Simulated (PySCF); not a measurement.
# C6H8N2O2: magnetic properties

Aim: compute the magnetic properties of C6H8N2O2 (`COc1nnc(C2CC2)o1`).

Computed with PySCF 2.14.0 and routines of our own; the level stands in each step. Atoms count from 0.

## 1. The system as given

18 atoms, charge 0, multiplicity 1; geometry from: GFN2-xTB.

## 2. Magnetic properties: GIAO B3LYP/pcSseg-1

Job settings and geometry (Å):

```
{"job": {"kind": "mag", "xc": "B3LYP", "basis": "pcSseg-1", "isotopologues": 0}, "charge": 0, "multiplicity": 1}
C      3.728711    -0.180111     0.392521
O      2.427117    -0.296757     0.949763
C      1.454603    -0.045031     0.095811
N      1.539108     0.283932    -1.149032
N      0.262150     0.431498    -1.586778
C     -0.518253     0.185082    -0.592243
C     -1.972307     0.218518    -0.588435
C     -2.697434     0.676373     0.652200
C     -2.731486    -0.762597     0.269433
O      0.185715    -0.132754     0.537545
H      3.894704     0.832481     0.020990
H      4.417831    -0.411118     1.201009
H      3.853733    -0.881934    -0.433770
H     -2.371618     0.485529    -1.556236
H     -2.096827     0.962585     1.501815
H     -3.586266     1.272507     0.516327
H     -2.153756    -1.459148     0.857332
H     -3.644483    -1.172737    -0.133235
```

Method: GIAO B3LYP/pcSseg-1 magnetisability, rotational g tensor and spin-rotation constants, non-relativistic, gas phase.

Command:

```bash
OMP_NUM_THREADS=1 python excited_run.py task.json out
```

The driver reads the jobs from task.json and runs them one after another.

The log of the run:

```text
coarse grid: 15776 points
cycle   1  E = -493.0621056519  dE =  2.060e+00  |g| = 8.131e-01  |ddm| = 3.978e+00
cycle   2  E = -492.9230890985  dE =  1.390e-01  |g| = 1.201e+00  |ddm| = 1.218e+00
cycle   3  E = -493.1851078996  dE = -2.620e-01  |g| = 1.298e-01  |ddm| = 7.362e-01
cycle   4  E = -493.1863377647  dE = -1.230e-03  |g| = 1.035e-01  |ddm| = 1.564e-01
cycle   5  E = -493.1885860063  dE = -2.248e-03  |g| = 1.608e-02  |ddm| = 8.463e-02
cycle   6  E = -493.1886270801  dE = -4.107e-05  |g| = 7.325e-03  |ddm| = 1.579e-02
cycle   7  E = -493.1886381264  dE = -1.105e-05  |g| = 1.774e-03  |ddm| = 6.342e-03
cycle   8  E = -493.1886386879  dE = -5.615e-07  |g| = 6.477e-04  |ddm| = 1.606e-03
final grid: 154624 points
cycle   9  E = -493.2856802028  dE = -5.016e-05  |g| = 8.023e-03  |ddm| = 2.596e-02
cycle  10  E = -493.2856646041  dE =  1.560e-05  |g| = 1.198e-02  |ddm| = 1.299e-02
cycle  11  E = -493.2856931130  dE = -2.851e-05  |g| = 2.359e-03  |ddm| = 8.479e-03
cycle  12  E = -493.2856942716  dE = -1.159e-06  |g| = 4.405e-04  |ddm| = 1.951e-03
cycle  13  E = -493.2856943073  dE = -3.573e-08  |g| = 1.868e-04  |ddm| = 5.032e-04
cycle  14  E = -493.2856943141  dE = -6.805e-09  |g| = 5.320e-05  |ddm| = 1.637e-04
cycle  15  E = -493.2856943147  dE = -5.787e-10  |g| = 1.410e-05  |ddm| = 4.977e-05
converged SCF energy = -493.2856943147

Magnetisability tensor (1e-30 J/T^2)
    -1396.31        1.46      -30.98
        1.46    -1650.10     -116.10
      -30.98     -116.10    -1242.54
isotropic -1429.65   principal values   -1681.00  -1401.02  -1206.93
isotropic susceptibility -86.096 1e-6 cm^3/mol

Inertial axes            a          b          c
rot. const./GHz      4.1531     0.7728     0.6894
chi total           -84.213    -72.841   -101.232
chi diamagnetic    -401.552  -1684.929  -1860.801
chi paramagnetic    317.339   1612.088   1759.569
quadrupole/D A       20.309    -17.385     -2.924
g nuclear            0.5678     0.5796     0.5713
g electronic        -0.6192    -0.5853    -0.5699
g total             -0.0514    -0.0056     0.0014

Spin-rotation constants (kHz, H = +C I.J)
atom  isotope        aa         bb         cc
  3    14N        0.888      0.144      0.044
  4    14N        1.130      0.145      0.048
 10     1H       -0.377     -0.046      0.000
 11     1H       -0.138     -0.014     -0.072
 12     1H       -0.377     -0.046      0.000
 13     1H       -0.313     -0.002     -0.077
 14     1H       -0.317     -0.044     -0.054
 15     1H       -0.106     -0.086     -0.050
 16     1H       -0.317     -0.044     -0.054
 17     1H       -0.106     -0.086     -0.050
  0    13C*       0.693      0.176      0.163
  1    17O*      -0.760     -0.111     -0.052
  2    13C*       2.205      0.259      0.204
  5    13C*       1.944      0.316      0.184
  6    13C*       0.405      0.133      0.099
  7    13C*       0.400      0.096      0.129
  9    17O*      -1.468     -0.267     -0.111
* in the singly substituted isotopologue
```

Wall time 42 s (1 thread of Arm Neoverse V2, shared host); peak memory 0.89 GiB.

Key values:

```tsv
quantity	value
magnetisability	-1430·10⁻³⁰ J/T²
molar susceptibility	-86.1·10⁻⁶ cm³/mol
rotational g (a, b, c)	-0.0514, -0.0056, 0.0014
```

## 3. Magnetic properties: GIAO BHandHLYP/ANO-RCC-VDZP

The job, as its differences from that of step 2:

```diff
@@ -1,2 +1,2 @@
-{"job": {"kind": "mag", "xc": "B3LYP", "basis": "pcSseg-1", "isotopologues": 0}, "charge": 0, "multiplicity": 1}
+{"job": {"kind": "mag", "xc": "BHandHLYP", "basis": "ANO-RCC-VDZP"}, "charge": 0, "multiplicity": 1}
 C      3.728711    -0.180111     0.392521
```

Method: GIAO BHandHLYP/ANO-RCC-VDZP magnetisability, rotational g tensor and spin-rotation constants, non-relativistic, gas phase.

The log of the run:

```text
coarse grid: 15776 points
cycle   1  E = -493.0739031851  dE =  2.525e+00  |g| = 7.404e-01  |ddm| = 6.260e+00
cycle   2  E = -493.0764069385  dE = -2.504e-03  |g| = 7.851e-01  |ddm| = 1.205e+00
cycle   3  E = -493.1917591159  dE = -1.154e-01  |g| = 8.928e-02  |ddm| = 6.330e-01
cycle   4  E = -493.1926551935  dE = -8.961e-04  |g| = 7.112e-02  |ddm| = 1.491e-01
cycle   5  E = -493.1936971916  dE = -1.042e-03  |g| = 1.127e-02  |ddm| = 7.223e-02
cycle   6  E = -493.1937254844  dE = -2.829e-05  |g| = 3.604e-03  |ddm| = 1.404e-02
cycle   7  E = -493.1937284381  dE = -2.954e-06  |g| = 1.313e-03  |ddm| = 4.747e-03
final grid: 154624 points
cycle   8  E = -493.1947054022  dE = -2.232e-05  |g| = 3.715e-03  |ddm| = 2.676e-02
cycle   9  E = -493.1947056565  dE = -2.543e-07  |g| = 3.778e-03  |ddm| = 6.243e-03
cycle  10  E = -493.1947088604  dE = -3.204e-06  |g| = 4.849e-04  |ddm| = 3.485e-03
cycle  11  E = -493.1947089041  dE = -4.371e-08  |g| = 1.931e-04  |ddm| = 6.100e-04
cycle  12  E = -493.1947089119  dE = -7.825e-09  |g| = 7.794e-05  |ddm| = 2.436e-04
cycle  13  E = -493.1947089132  dE = -1.303e-09  |g| = 1.971e-05  |ddm| = 9.054e-05
cycle  14  E = -493.1947089133  dE = -9.436e-11  |g| = 6.108e-06  |ddm| = 2.527e-05
converged SCF energy = -493.1947089133

Magnetisability tensor (1e-30 J/T^2)
    -1407.37        2.06      -33.18
        2.06    -1661.10     -113.39
      -33.18     -113.39    -1262.82
isotropic -1443.76   principal values   -1691.27  -1413.11  -1226.91
isotropic susceptibility -86.945 1e-6 cm^3/mol

Inertial axes            a          b          c
rot. const./GHz      4.1531     0.7728     0.6894
chi total           -84.892    -74.094   -101.851
chi diamagnetic    -400.061  -1683.496  -1859.137
chi paramagnetic    315.170   1609.402   1757.286
quadrupole/D A       20.374    -17.222     -3.153
g nuclear            0.5678     0.5796     0.5713
g electronic        -0.6149    -0.5843    -0.5691
g total             -0.0471    -0.0047     0.0022

Spin-rotation constants (kHz, H = +C I.J)
atom  isotope        aa         bb         cc
  3    14N        0.873      0.138      0.038
  4    14N        1.101      0.142      0.042
 10     1H       -0.381     -0.047      0.000
 11     1H       -0.136     -0.015     -0.071
 12     1H       -0.381     -0.047      0.000
 13     1H       -0.300     -0.005     -0.076
 14     1H       -0.309     -0.045     -0.053
 15     1H       -0.110     -0.085     -0.050
 16     1H       -0.309     -0.045     -0.054
 17     1H       -0.110     -0.085     -0.050
  0    13C*       0.631      0.160      0.149
  1    17O*      -0.598     -0.095     -0.041
  2    13C*       2.164      0.243      0.188
  5    13C*       1.906      0.306      0.170
  6    13C*       0.334      0.116      0.085
  7    13C*       0.320      0.083      0.116
  9    17O*      -1.324     -0.249     -0.099
* in the singly substituted isotopologue
```

Run time: 69 s. Hardware: 1 thread of Arm Neoverse V2, shared host; peak memory 0.87 GiB.

Key values:

```tsv
quantity	value
magnetisability	-1444·10⁻³⁰ J/T²
molar susceptibility	-86.9·10⁻⁶ cm³/mol
rotational g (a, b, c)	-0.0471, -0.0047, 0.0022
```

## 4. The levels compared

```tsv
level	ξ (10⁻³⁰ J/T²)	g(a)	g(b)	gap (eV)	functions	time
GIAO B3LYP/pcSseg-1	-1430	-0.0514	-0.0056	6.53	210	42 s
GIAO BHandHLYP/ANO-RCC-VDZP	-1444	-0.0471	-0.0047	8.65	180	69 s
```

## 5. Results

```
                                            quantity                      value
       magnetisability (step 2, GIAO B3LYP/pcSseg-1)           -1430·10⁻³⁰ J/T²
  molar susceptibility (step 2, GIAO B3LYP/pcSseg-1)         -86.1·10⁻⁶ cm³/mol
rotational g (a, b, c) (step 2, GIAO B3LYP/pcSseg-1)   -0.0514, -0.0056, 0.0014
                     magnetisability over the levels  -1444 to -1430·10⁻³⁰ J/T²
```

In words: The magnetisability spreads by 1.0 % over 2 levels, from GIAO BHandHLYP/ANO-RCC-VDZP (69 s) to GIAO B3LYP/pcSseg-1 (42 s); the runs took 42 s to 69 s. Two levels can agree by chance, so this spread shows no convergence. Vibrational averaging and real surroundings are missing from these values.
